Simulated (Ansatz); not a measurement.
# AlN: pressure up to the limit of the methods

The task here is to estimate one member of a computed series from the others.

Method: DFT, LDA, PAW with Ansatz's default frozen-core files, scalar-relativistic, in Ansatz 0.2.0.

1 further run of the same task is left out (set aside as unsound or not needed). Runs told in other sessions of the task aren't counted.

## The system as given

It takes space group F-43m (No. 216, cubic). Conventional cell: a = 4.309 Å, b = 4.309 Å, c = 4.309 Å, α = 90.00°, β = 90.00°, γ = 90.00°. Al (site symmetry -43m) has 4 N at 1.87 Å in its first shell of neighbours. N (site symmetry -43m) has 4 Al at 1.87 Å in its first shell of neighbours.

Structure file:

```
CELL_PARAMETERS angstrom
0.00000 2.15443 2.15443
2.15443 0.00000 2.15443
2.15443 2.15443 0.00000
ATOMIC_POSITIONS crystal
Al 0.00000 0.00000 0.00000
N 0.25000 0.25000 0.25000
```

Whether this phase is the stable one at these pressures isn't tested.

Atoms are numbered in the order of the input: Al1, N2.

Set-up of the first run:

The input, input.yaml:

```yaml
crystal:
  lattice:
    - [0.0, 2.15443469, 2.15443469]
    - [2.15443469, 0.0, 2.15443469]
    - [2.15443469, 2.15443469, 0.0]
  atoms:
    - { symbol: Al, position: [0.0, 0.0, 0.0] }
    - { symbol: "N", position: [0.25, 0.25, 0.25] }
kpoints:
  mp_grid: { grid: [17, 17, 17] }
scf:
  occupations: { method: fermi_dirac, width: 0.1 }
hamiltonian:
  xc: lda
  pseudopotentials: { kind: paw }
output:
  forces: true
  stress: true
  write_density: true
  write_potential: true
  elf: true
  volumetric_format: npy
relax:
  f_tol: 0.005
  max_steps: 40
  cell: {}
```

Launch:

```console
ansatz run input.yaml --threads 1 --pin off --max-ram 2048MiB --backend cpu --events-out ev --progress --plain --runs-dir out
```

Steps of the session up to this table: Cell relaxed at zero pressure, PAW; Volume scaled by 1, PAW; Volume scaled by 0.94, PAW; Volume scaled by 0.88, PAW; Volume scaled by 0.8, PAW; Volume scaled by 0.72, PAW; Volume scaled by 0.64, PAW; Volume scaled by 0.55, PAW; Volume scaled by 0.55, PAW (partial_waves polarizable).

One of the session's tables, all rows but one given; the rest of the session is left out.

 The rows PAW, 0.55 and PAW (partial_waves polarizable), 0.55 agree to the last digit and may rest on the same set-up.

```
                         method  volume over the first  volume (Å³/atom)  pressure (GPa)  gap on the k mesh (eV)
                            PAW                      1            10.234            0.01                    3.31
                            PAW                   0.94             9.620           14.65                    3.33
                            PAW                   0.88                 ?               ?                       ?
                            PAW                    0.8             8.187           71.78                    3.38
                            PAW                   0.72             7.369          128.62                    3.39
                            PAW                   0.64             6.550          217.04                    3.36
                            PAW                   0.55             5.629          383.22                    3.29
PAW (partial_waves polarizable)                   0.55             5.629          383.22                    3.29
```

**Question.** Estimate the row for PAW, 0.88.

**Answer.** volume (Å³/atom): 9.006; pressure (GPa): 34.34; gap on the k mesh (eV): 3.36. In the column «volume (Å³/atom)» it lies between PAW, 0.8 (8.187) and PAW, 0.94 (9.620).
